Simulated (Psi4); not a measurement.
# GaH3 (SMILES [H][Ga]([H])[H]): CCSD(T)/6-311G

Aim: the energy change on altering one bond length of GaH3 at CCSD(T)/6-311G, from 2 runs. 

The results are computed with Psi4 1.11.

8 further runs of the same task are left out: 5 for a known fault of the program, 2 that didn't finish, 1 set aside as unsound or not needed.

## Step 1: The system as given

The species is GaH3 (4 atoms), meant as a singlet with charge 0. As SMILES, `[H][Ga]([H])[H]`. The shape comes from GFN2-xTB, which is rough for such elements, and wasn't checked as a minimum.

Bond lengths: Ga1–H2 1.567 Å, Ga1–H3 1.567 Å, Ga1–H4 1.566 Å. Angles: H2–Ga1–H3 120.0°, H2–Ga1–H4 120.0°, H3–Ga1–H4 120.0°.

## Step 2: The energy at CCSD(T)/6-311G

gah3.xyz reads:

```xyz
4
GaH3
Ga    -0.000160     0.000060     0.001280
H      1.566090    -0.029140     0.013370
H     -0.757820     1.371010    -0.018620
H     -0.808110    -1.341930     0.003970
```

run.py reads:

```python
import psi4

psi4.set_memory('1600 MB')
psi4.set_num_threads(1)
psi4.set_output_file('gah3.out', False)

with open('gah3.xyz') as f:
    atoms = ''.join(f.readlines()[2:])
molecule = psi4.geometry('0 1\n' + atoms + '')

psi4.set_options(dict(basis='6-311G', scf_type='pk', freeze_core=True))

E = psi4.energy('ccsd(t)')
print(f'ccsd(t) energy: {E:.10f} Eh')
for k, v in sorted(psi4.core.scalar_variables().items()):
    print(f'{k:45s} {v:18.10f}')
```

Command:

```
python run.py
```

gah3.out:

```text
[...]
  Running in c1 symmetry.
[...]
  Nuclear repulsion =   32.001201395424033
[...]
  Multiplicity = 1
[...]
  Nalpha       = 17
  Nbeta        = 17
[...]
    Number of basis functions: 48
[...]
   @RHF iter   1: -1923.17558195084007   -2.55242e+00   6.65984e-02 ADIIS/DIIS
[...]
   @RHF iter  10: -1924.90270872901465    1.59162e-12   2.57572e-09 DIIS
[...]
    Orbital Energies [Eh]
    ---------------------
    Doubly Occupied:
       1A   -378.812972     2A    -48.164127     3A    -42.494207
       4A    -42.490960     5A    -42.490959     6A     -6.391270
       7A     -4.488637     8A     -4.482110     9A     -4.482109
      10A     -1.197104    11A     -1.193408    12A     -1.193407
      13A     -1.186570    14A     -1.186567    15A     -0.600481
      16A     -0.428130    17A     -0.428073
[...]
  @RHF Final Energy: -1924.90270872901465
   => Energetics <=
    Nuclear Repulsion Energy =             32.0012013954240331
    One-Electron Energy =               -2750.3856391265662751
    Two-Electron Energy =                 793.4817290021273948
    Total Energy =                      -1924.9027087290146483
[...]
 Multipole Moments:
 ------------------------------------------------------------------------------------
     Multipole            Electronic (a.u.)      Nuclear  (a.u.)        Total (a.u.)
 ------------------------------------------------------------------------------------
 L = 1.  Multiply by 2.5417464519 to convert [e a0] to [Debye]
 Dipole X            :         -0.0011254            0.0006334           -0.0004920
 Dipole Y            :          0.0004027           -0.0002375            0.0001651
 Dipole Z            :          0.0085008           -0.0050674            0.0034334
 Magnitude           :                                                    0.0034724
[...]
      * MP2 total energy                      = -1925.111519961913700
[...]
      * CCSD total energy                     = -1925.115336584555280
[...]
      * CCSD(T) total energy                  = -1925.121114239100280
```

On the terminal:

```text
ccsd(t) energy: -1925.1211142391 Eh
(T) CORRECTION ENERGY                              -0.0057776545
CC D1 DIAGNOSTIC                                    0.0282797223
CC D2 DIAGNOSTIC                                    0.1346231815
CC NEW D1 DIAGNOSTIC                                0.0282797223
CC T1 DIAGNOSTIC                                    0.0108029486
CCSD CORRELATION ENERGY                            -0.2126278555
CCSD DOUBLES ENERGY                                -0.2126278555
CCSD ITERATIONS                                    12.0000000000
CCSD OPPOSITE-SPIN CORRELATION ENERGY              -0.1573795726
CCSD SAME-SPIN CORRELATION ENERGY                  -0.0552482830
CCSD SINGLES ENERGY                                 0.0000000000
CCSD TOTAL ENERGY                               -1925.1153365846
CCSD(T) CORRELATION ENERGY                         -0.2184055101
CCSD(T) TOTAL ENERGY                            -1925.1211142391
CURRENT CORRELATION ENERGY                         -0.2184055101
CURRENT ENERGY                                  -1925.1211142391
CURRENT REFERENCE ENERGY                        -1924.9027087290
DD SOLVATION ENERGY                                 0.0000000000
HF KINETIC ENERGY                                1924.8843547482
HF POTENTIAL ENERGY                             -3849.7870634772
HF TOTAL ENERGY                                 -1924.9027087290
HF VIRIAL RATIO                                     2.0000095351
MP2 CORRELATION ENERGY                             -0.2088112329
MP2 DOUBLES ENERGY                                 -0.2088112329
MP2 OPPOSITE-SPIN CORRELATION ENERGY               -0.1463939200
MP2 SAME-SPIN CORRELATION ENERGY                   -0.0624173129
MP2 SINGLES ENERGY                                 -0.0000000000
MP2 TOTAL ENERGY                                -1925.1115199619
NUCLEAR REPULSION ENERGY                           32.0012013954
ONE-ELECTRON ENERGY                             -2750.3856391266
PCM POLARIZATION ENERGY                             0.0000000000
PE ENERGY                                           0.0000000000
SCF ITERATION ENERGY                            -1924.9027087290
SCF ITERATIONS                                     10.0000000000
SCF TOTAL ENERGY                                -1924.9027087290
TWO-ELECTRON ENERGY                               793.4817290021
```

Run time: 4.5 s. Hardware: 1 thread of Intel Xeon Platinum 8488C (Sapphire Rapids), shared host; peak memory 0.22 GiB.

## Step 3: The distorted shape at the same level

input.dat reads:

```
memory 1600 mb

molecule system {
  0 1
  Ga
  H 1 R2
  H 1 R3 2 A3
  H 1 R4 3 A4 2 D4

  R2 = 1.7232
  R3 = 1.566508
  A3 = 119.99828
  R4 = 1.566438
  A4 = 120.02115
  D4 = -179.78342
  units angstrom
}

set reference rhf
set scf_type pk
set freeze_core true

e, wfn = energy("ccsd(t)/6-311G", return_wfn=True)
```

Command:

```
psi4 -i input.dat -o output.dat -n 1
```

output.dat:

```text
[...]
  Running in c1 symmetry.
[...]
  Nuclear repulsion =   31.030667390902458
[...]
  Multiplicity = 1
[...]
  Nalpha       = 17
  Nbeta        = 17
[...]
    Number of basis functions: 48
[...]
   @RHF iter   1: -1923.14511655348792   -2.60844e+00   6.66966e-02 ADIIS/DIIS
[...]
   @RHF iter  10: -1924.89696305744860   -1.81899e-12   4.28722e-09 DIIS
[...]
    Orbital Energies [Eh]
    ---------------------
    Doubly Occupied:
       1A   -378.821063     2A    -48.171162     3A    -42.501311
       4A    -42.498285     5A    -42.498030     6A     -6.398081
       7A     -4.495646     8A     -4.489120     9A     -4.488690
      10A     -1.203778    11A     -1.200434    12A     -1.200176
      13A     -1.193683    14A     -1.192584    15A     -0.594351
      16A     -0.432230    17A     -0.414245
[...]
  @RHF Final Energy: -1924.89696305744860
   => Energetics <=
    Nuclear Repulsion Energy =             31.0306673909024582
    One-Electron Energy =               -2748.2695243043126538
    Two-Electron Energy =                 792.3418938559614162
    Total Energy =                      -1924.8969630574486018
[...]
 Multipole Moments:
 ------------------------------------------------------------------------------------
     Multipole            Electronic (a.u.)      Nuclear  (a.u.)        Total (a.u.)
 ------------------------------------------------------------------------------------
 L = 1.  Multiply by 2.5417464519 to convert [e a0] to [Debye]
 Dipole X            :         -0.0083928            0.0050742           -0.0033187
 Dipole Y            :          0.0002891           -0.0001747            0.0001144
 Dipole Z            :         -0.3072583            0.1556223           -0.1516360
 Magnitude           :                                                    0.1516724
[...]
      * MP2 total energy                      = -1925.105206025091093
[...]
      * CCSD total energy                     = -1925.110421226082053
[...]
      * CCSD(T) total energy                  = -1925.116283652832180
[...]
```

Run time: 4.5 s. Hardware: 1 thread of Intel Xeon Platinum 8488C (Sapphire Rapids), shared host; peak memory 0.22 GiB.

## Step 4: What came out

At CCSD(T)/6-311G, 9 core orbitals frozen:

| quantity | value |
| --- | --- |
| first shape: total energy | -1925.12111 Eh |
| first shape: HOMO energy (Hartree–Fock orbitals) | -11.65 eV |
| first shape: LUMO energy (Hartree–Fock orbitals) | 0.62 eV |
| first shape: HOMO–LUMO gap (Hartree–Fock orbitals) | 12.27 eV |
| first shape: correlation energy (9 core orbitals frozen) | -218.4 mEh |
| first shape: (T) correction | -5.78 mEh |
| first shape: T1 diagnostic | 0.011 |
| distorted shape: total energy | -1925.11628 Eh |
| distorted shape: HOMO energy (Hartree–Fock orbitals) | -11.27 eV |
| distorted shape: LUMO energy (Hartree–Fock orbitals) | 0.57 eV |
| distorted shape: HOMO–LUMO gap (Hartree–Fock orbitals) | 11.84 eV |
| distorted shape: correlation energy (9 core orbitals frozen) | -219.3 mEh |
| distorted shape: (T) correction | -5.86 mEh |
| distorted shape: T1 diagnostic | 0.011 |
| energy change with the Ga1–H2 bond stretched from 1.567 to 1.723 Å | 0.131 eV |

With the Ga1–H2 bond stretched from 1.567 to 1.723 Å the energy rises by 0.13 eV (3.0 kcal/mol). The first shape isn't relaxed at this level, so the change isn't measured from a minimum. The triples (first shape) make up 2.6 % of the correlation energy. The triples (distorted shape) make up 2.7 % of the correlation energy.
